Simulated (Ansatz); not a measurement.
# HIOSi (SMILES O=[SiH]I): one structure at several levels

How do the functionals fare away from a minimum? The structure is a structure displaced at random from a GFN2-xTB minimum.

Program: Ansatz 0.2.0, Gaussian basis. Level of theory: single points in def2-TZVPP. These are calculated values, not measurements.

Cores are frozen in the correlated methods. Filled d shells of the heavier atoms are correlated. Core potentials replace the inner electrons past krypton, and spin-orbit coupling is left out.

### 1 Where the work starts

SMILES `O=[SiH]I`, 4 atoms, charge 0, spin multiplicity 1.

Atoms are counted from 1 here; the program's logs count them from 0.

Bond lengths: O1–Si2 1.563 Å, Si2–I3 2.421 Å, Si2–H4 1.565 Å. Angles: O1–Si2–I3 119.6°, O1–Si2–H4 130.4°, I3–Si2–H4 110.0°.

Geometry (Å):

```xyz
4
charge 0, multiplicity 1
O    -1.6163   -0.3964    0.5981
Si   -0.2777    0.1298   -0.0147
I     1.8154   -0.9097    0.6181
H    -0.0076    1.3290   -0.9838
```

### 2 CCSD(T)/def2-TZVPP

The input, run/in.yaml:

```yaml
crystal:
  periodic: [false, false, false]
  atoms:
    - {symbol: O, position_ang: [-1.616300, -0.396400, 0.598100]}
    - {symbol: Si, position_ang: [-0.277700, 0.129800, -0.014700]}
    - {symbol: I, position_ang: [1.815400, -0.909700, 0.618100]}
    - {symbol: H, position_ang: [-0.007600, 1.329000, -0.983800]}
basis:
  gaussian: {orbitals: def2-TZVPP}
correlation: {method: ccsd_t}
output: {forces: true}
```

The command line of these runs was not kept.

### 3 PBE0-D4/def2-TZVPP

run/in.yaml, as its differences from that of step 2:

```diff
@@ -9,3 +9,3 @@
   gaussian: {orbitals: def2-TZVPP}
-correlation: {method: ccsd_t}
-output: {forces: true}
+hamiltonian: {xc: pbe0, dispersion: d4}
+output: {forces: true, orbitals: {seedname: orbitals}}
```

### 4 wB97M-V/def2-TZVPP

run/in.yaml, as its differences from that of step 3:

```diff
@@ -9,3 +9,3 @@
   gaussian: {orbitals: def2-TZVPP}
-hamiltonian: {xc: pbe0, dispersion: d4}
-output: {forces: true, orbitals: {seedname: orbitals}}
+hamiltonian: {xc: {name: wB97M-V}}
+output: {forces: true}
```

### 5 r2SCAN-D4/def2-TZVPP

run/in.yaml, as its differences from that of step 4:

```diff
@@ -9,3 +9,3 @@
   gaussian: {orbitals: def2-TZVPP}
-hamiltonian: {xc: {name: wB97M-V}}
+hamiltonian: {xc: r2scan, dispersion: d4}
 output: {forces: true}
```

### 6 PBE-D4/def2-TZVPP

run/in.yaml, as its differences from that of step 5:

```diff
@@ -9,3 +9,3 @@
   gaussian: {orbitals: def2-TZVPP}
-hamiltonian: {xc: r2scan, dispersion: d4}
+hamiltonian: {xc: pbe, dispersion: d4}
 output: {forces: true}
```

### 7 revPBE-D4/def2-TZVPP

run/in.yaml, as its differences from that of step 6:

```diff
@@ -9,3 +9,3 @@
   gaussian: {orbitals: def2-TZVPP}
-hamiltonian: {xc: pbe, dispersion: d4}
+hamiltonian: {xc: {name: revPBE}, dispersion: d4}
 output: {forces: true}
```

### 8 BLYP-D4/def2-TZVPP

run/in.yaml, as its differences from that of step 7:

```diff
@@ -9,3 +9,3 @@
   gaussian: {orbitals: def2-TZVPP}
-hamiltonian: {xc: {name: revPBE}, dispersion: d4}
+hamiltonian: {xc: {name: BLYP}, dispersion: d4}
 output: {forces: true}
```

(Steps that only read results are left out.)

Before running it: what results should come out? Wanted: energy less free atoms, CCSD(T)/def2-TZVPP; RMS force component; RMS force error; HOMO and LUMO, PBE0-D4; T1 diagnostic.

As calculated:

| quantity | value |
| --- | --- |
| energy less free atoms, CCSD(T)/def2-TZVPP | -12.088 eV |
| RMS force component | 0.555 to 1.031 eV/Å over the methods |
| RMS force error | PBE0-D4 0.240, wB97M-V 0.252, r2SCAN-D4 0.114, PBE-D4 0.217, revPBE-D4 0.277, BLYP-D4 0.275 eV/Å |
| HOMO and LUMO, PBE0-D4 | -8.24 and -2.41 eV |
| T1 diagnostic | 0.017 |

In words: Against CCSD(T) the functionals' energies less atoms differ by -0.932 to -0.252 eV, PBE-D4 by -0.932 eV. The reference is not at the basis limit: in triple zeta CCSD(T) underbinds, which counts against methods that bind more; the gaps are no ranking. For forces r2SCAN-D4 does best and revPBE-D4 worst. Frozen-core CCSD(T) forces in triple zeta carry basis errors of their own, and this is one geometry, so small gaps rank nothing.
